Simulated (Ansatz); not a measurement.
# H₂Se₂O: functionals against CCSD(T) at one geometry

A test off equilibrium: a structure displaced at random from a GFN2-xTB minimum is computed at several levels, and each is set against CCSD(T).

The runs use Ansatz 0.2.0, Gaussian basis; single points in def2-TZVPP.

Cores are frozen in the correlated methods. Filled d shells of the heavier atoms are correlated.

## 1. Where the work starts

SMILES `O[Se][SeH]`, 5 atoms, charge 0, spin multiplicity 1.

Atoms are counted from 1 here; the program's logs count them from 0.

Bond lengths: O1–Se2 1.756 Å, O1–H4 0.824 Å, Se2–Se3 2.412 Å, Se3–H5 1.464 Å. Angles: Se2–O1–H4 113.1°, O1–Se2–Se3 102.0°, Se2–Se3–H5 95.4°.

Geometry (Å):

```csv
atom,x (Å),y (Å),z (Å)
O1,-1.3357,-0.0295,-0.7893
Se2,-0.3077,-1.0589,0.1938
Se3,1.3781,0.4924,0.9480
H4,-1.9280,0.3440,-0.3558
H5,2.3103,0.2265,-0.1493
```

## 2. CCSD(T)/def2-TZVPP

The input, run/in.yaml:

```yaml
crystal:
  periodic: [false, false, false]
  atoms:
    - {symbol: O, position_ang: [-1.335700, -0.029500, -0.789300]}
    - {symbol: Se, position_ang: [-0.307700, -1.058900, 0.193800]}
    - {symbol: Se, position_ang: [1.378100, 0.492400, 0.948000]}
    - {symbol: H, position_ang: [-1.928000, 0.344000, -0.355800]}
    - {symbol: H, position_ang: [2.310300, 0.226500, -0.149300]}
basis:
  gaussian: {orbitals: def2-TZVPP}
correlation: {method: ccsd_t}
output: {forces: true}
```

The command line of these runs was not kept.

## 3. PBE0-D4/def2-TZVPP

Changes to run/in.yaml since step 2:

```diff
@@ -10,3 +10,3 @@
   gaussian: {orbitals: def2-TZVPP}
-correlation: {method: ccsd_t}
-output: {forces: true}
+hamiltonian: {xc: pbe0, dispersion: d4}
+output: {forces: true, orbitals: {seedname: orbitals}}
```

## 4. wB97M-V/def2-TZVPP

Changes to run/in.yaml since step 3:

```diff
@@ -10,3 +10,3 @@
   gaussian: {orbitals: def2-TZVPP}
-hamiltonian: {xc: pbe0, dispersion: d4}
-output: {forces: true, orbitals: {seedname: orbitals}}
+hamiltonian: {xc: {name: wB97M-V}}
+output: {forces: true}
```

## 5. r2SCAN-D4/def2-TZVPP

Changes to run/in.yaml since step 4:

```diff
@@ -10,3 +10,3 @@
   gaussian: {orbitals: def2-TZVPP}
-hamiltonian: {xc: {name: wB97M-V}}
+hamiltonian: {xc: r2scan, dispersion: d4}
 output: {forces: true}
```

## 6. PBE-D4/def2-TZVPP

Changes to run/in.yaml since step 5:

```diff
@@ -10,3 +10,3 @@
   gaussian: {orbitals: def2-TZVPP}
-hamiltonian: {xc: r2scan, dispersion: d4}
+hamiltonian: {xc: pbe, dispersion: d4}
 output: {forces: true}
```

## 7. BHLYP-D4/def2-TZVPP

Changes to run/in.yaml since step 6:

```diff
@@ -10,3 +10,3 @@
   gaussian: {orbitals: def2-TZVPP}
-hamiltonian: {xc: pbe, dispersion: d4}
+hamiltonian: {xc: {name: BHLYP}, dispersion: d4}
 output: {forces: true}
```

## 8. revPBE-D4/def2-TZVPP

Changes to run/in.yaml since step 7:

```diff
@@ -10,3 +10,3 @@
   gaussian: {orbitals: def2-TZVPP}
-hamiltonian: {xc: {name: BHLYP}, dispersion: d4}
+hamiltonian: {xc: {name: revPBE}, dispersion: d4}
 output: {forces: true}
```

(Steps that only read results are left out.)

**Question.** What will these runs give? Wanted: energy less free atoms, CCSD(T)/def2-TZVPP; RMS force component; RMS force error; HOMO and LUMO, PBE0-D4; T1 diagnostic.

As calculated:

| quantity | value |
| --- | --- |
| energy less free atoms, CCSD(T)/def2-TZVPP | -281.4 kcal/mol |
| RMS force component | 4.123 to 4.478 eV/Å over the methods |
| RMS force error | PBE0-D4 0.104, wB97M-V 0.093, r2SCAN-D4 0.056, PBE-D4 0.279, BHLYP-D4 0.278, revPBE-D4 0.324 eV/Å |
| HOMO and LUMO, PBE0-D4 | -6.93 and -1.85 eV |
| T1 diagnostic | 0.011 |

In words: Against CCSD(T) the functionals' energies less atoms differ by -26.6 to +8.7 kcal/mol, PBE-D4 by -26.6 kcal/mol. A larger basis would deepen the CCSD(T) value, while the functionals are nearly converged already, so the order here is not reliable. For forces r2SCAN-D4 does best and revPBE-D4 worst. Frozen-core CCSD(T) forces in triple zeta carry basis errors of their own, and this is one geometry, so small gaps rank nothing.
